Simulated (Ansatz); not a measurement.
# CoC18: the cost of one run

All numbers below are computed with Ansatz 0.2.0 (DFT PBE, plane waves, PAW, scalar-relativistic, collinear spin).

**1. The structure to begin with**

The cell holds 19 atoms (C18Co): a = 7.398 Å, b = 7.398 Å, c = 11.000 Å, α = 90.00°, β = 90.00°, γ = 120.00°.

Coordinates:

```
C Co
1.0
     7.39800    0.00000    0.00000
    -3.69900    6.40686    0.00000
     0.00000    0.00000   11.00000
C Co
18 1
Direct
  0.00000 0.00000 0.09091
  0.22222 0.11111 0.09091
  0.00000 0.33333 0.09091
  0.22222 0.44444 0.09091
  0.00000 0.66667 0.09091
  0.22222 0.77778 0.09091
  0.33333 0.00000 0.09091
  0.55556 0.11111 0.09091
  0.33333 0.33333 0.09091
  0.55556 0.44444 0.09091
  0.33333 0.66667 0.09091
  0.55556 0.77778 0.09091
  0.66667 0.00000 0.09091
  0.88889 0.11111 0.09091
  0.66667 0.33333 0.09091
  0.88889 0.44444 0.09091
  0.66667 0.66667 0.09091
  0.88889 0.77778 0.09091
  0.41245 0.49050 0.25636
```

**2. Relaxing the start**

File input.yaml:

```yaml
accuracy: low
crystal:
  lattice:
    - [7.398, 0.0, 0.0]
    - [-3.699, 6.406856, 0.0]
    - [0.0, 0.0, 11.0]
  atoms:
    - { symbol: C, position: [0.0, 0.0, 0.0909091] }
    - { symbol: C, position: [0.2222222, 0.1111111, 0.0909091] }
    - { symbol: C, position: [0.0, 0.3333333, 0.0909091] }
    - { symbol: C, position: [0.2222222, 0.4444444, 0.0909091] }
    - { symbol: C, position: [0.0, 0.6666667, 0.0909091] }
    - { symbol: C, position: [0.2222222, 0.7777778, 0.0909091] }
    - { symbol: C, position: [0.3333333, 0.0, 0.0909091] }
    - { symbol: C, position: [0.5555556, 0.1111111, 0.0909091] }
    - { symbol: C, position: [0.3333333, 0.3333333, 0.0909091] }
    - { symbol: C, position: [0.5555556, 0.4444444, 0.0909091] }
    - { symbol: C, position: [0.3333333, 0.6666667, 0.0909091] }
    - { symbol: C, position: [0.5555556, 0.7777778, 0.0909091] }
    - { symbol: C, position: [0.6666667, 0.0, 0.0909091] }
    - { symbol: C, position: [0.8888889, 0.1111111, 0.0909091] }
    - { symbol: C, position: [0.6666667, 0.3333333, 0.0909091] }
    - { symbol: C, position: [0.8888889, 0.4444444, 0.0909091] }
    - { symbol: C, position: [0.6666667, 0.6666667, 0.0909091] }
    - { symbol: C, position: [0.8888889, 0.7777778, 0.0909091] }
    - { symbol: Co, position: [0.412445, 0.4905041, 0.2563636], spin: 1.0 }
magnetization:
  spin_polarized: true
basis:
  ecutwfc: 420.0
kpoints:
  mp_grid: { grid: [2, 2, 1] }
hamiltonian:
  xc: pbe
scf:
  occupations: { method: fermi_dirac, width: 0.02 }
  lower_state_search: "off"
relax:
  f_tol: 0.08
  max_steps: 25
  adjacent_minimum: "off"
```

The run is started by

```
$ ansatz run input.yaml --threads 2 --pin off --max-ram 5120MiB --backend cpu --events-out ev --progress --plain --runs-dir out
```

**Question.** How long does this run take on 2 threads of Intel Xeon 6975P-C (Granite Rapids), shared host, and how much memory does it need?

About 2.4 min, with a peak of 0.97 GiB.
